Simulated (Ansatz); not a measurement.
**H₂Br (doublet): the correlation ladder at distance Br1–H2 along a hydrogen transfer = 1.321 Å, cc-pVDZ**

How much of the correlation energy of H₂Br (doublet) does each wave-function method recover here?

Method: cc-pVDZ, core rule «outside noble gas», up to 14 orbitals frozen; program: Ansatz 0.2.0, Gaussian basis.

To be run: UHF; CCSD(T) on ROHF; CCSD(T) on UHF; BCCD(T) on ROHF; CISD; CCSDT(Q) on ROHF; CCSDT(Q) on UHF; CISDTQ; CCSDTQ on ROHF; CCSDTQ on UHF; CASSCF and MRCISD+Q, 3 electrons in 3 orbitals; CASSCF and NEVPT2, 3 electrons in 3 orbitals; CASSCF and MRCISD+Q, 9 electrons in 6 orbitals; CASSCF and NEVPT2, 9 electrons in 6 orbitals; Full CI.

1 further run of the same task is left out (for a known fault of the program).

## 1. The geometry

The geometry derives from fragments relaxed apart (PBE0/def2-TZVP) and kept rigid, so it is no stationary point. A hydrogen atom is moved between rigid fragments. No spin-orbit coupling is included. The filled d shell of Br may be among the frozen orbitals whatever the setting's name suggests; the logs give the count.

3 atoms, charge 0, spin multiplicity 2.

Atoms are counted from 1 here; the program's logs count them from 0.

Bond lengths: Br1–H2 1.321 Å.

## 2. UHF

File in.yaml:

```yaml
crystal:
  periodic: [false, false, false]
  atoms:
    - {symbol: Br, position_ang: [0.000000, 0.000000, -1.374667]}
    - {symbol: H, position_ang: [0.000000, 0.000000, -0.053667]}
    - {symbol: H, position_ang: [0.000000, 0.000000, 1.428333]}
basis:
  gaussian: {orbitals: cc-pVDZ}
magnetization: {spin_polarized: true, initial_magnetization: 1}
hamiltonian: {xc: hf}
output: {orbitals: {seedname: orbitals}}
```

On the command line:

```
$ ansatz run in.yaml --threads 1 --pin off --events-out ev --progress --plain --max-ram 4096MiB --backend cpu
```

Further steps of the session: CCSD(T) on ROHF; CCSD(T) on UHF; BCCD(T) on ROHF; CISD; CCSDT(Q) on ROHF; CCSDT(Q) on UHF; CISDTQ; CCSDTQ on ROHF; CCSDTQ on UHF; CASSCF and MRCISD+Q, 3 electrons in 3 orbitals; CASSCF and NEVPT2, 3 electrons in 3 orbitals; CASSCF and MRCISD+Q, 9 electrons in 6 orbitals; CASSCF and NEVPT2, 9 electrons in 6 orbitals; Full CI.

Before running them: what should the planned runs give, taken together? Wanted: FCI below the RHF energy; RMP2 from FCI; UMP2 from FCI; RCCSD from FCI; RCCSD(T) from FCI; UCCSD(T) from FCI; RCCSDT(Q) from FCI; UCCSDT(Q) from FCI; NEVPT2 pair from FCI.

The runs gave:

| quantity | value |
| --- | --- |
| FCI below the RHF energy | -3.9736 eV |
| RMP2 from FCI | +11.30 kcal/mol |
| UMP2 from FCI | +11.23 kcal/mol |
| RCCSD from FCI | +1.60 kcal/mol |
| RCCSD(T) from FCI | +0.29 kcal/mol |
| UCCSD(T) from FCI | +0.29 kcal/mol |
| RCCSDT(Q) from FCI | +0.01 kcal/mol |
| UCCSDT(Q) from FCI | +0.01 kcal/mol |
| NEVPT2 pair from FCI | +11.23 kcal/mol |
| NEVPT2 valence from FCI | +17.76 kcal/mol |
| MRCISD+Q valence from FCI | -0.10 kcal/mol |
| levels within 1 kcal/mol (43 meV) | RCCSD(T), UCCSD(T), BCCD(T), RCCSDT, UCCSDT, CISDTQ, RCCSDT(Q), UCCSDT(Q), RCCSDTQ, UCCSDTQ, MRCISD+Q valence |
| T1 diagnostic | 0.010 |
| effectively unpaired electrons | 1.03 |

**Reading.** RCCSD(T) misses by +0.29 kcal/mol, 0.3 % of the correlation energy. MRCISD+Q valence falls below full CI: the +Q correction isn't variational, and the cores differ from full CI's. One determinant dominates. Of the multireference levels listed MRCISD+Q valence comes nearest in total energy (-0.10 kcal/mol), which doesn't show that its space is the better one. These misses are within one basis, not against nature; the frozen cores of restricted and unrestricted runs differ, which can shift their rows.
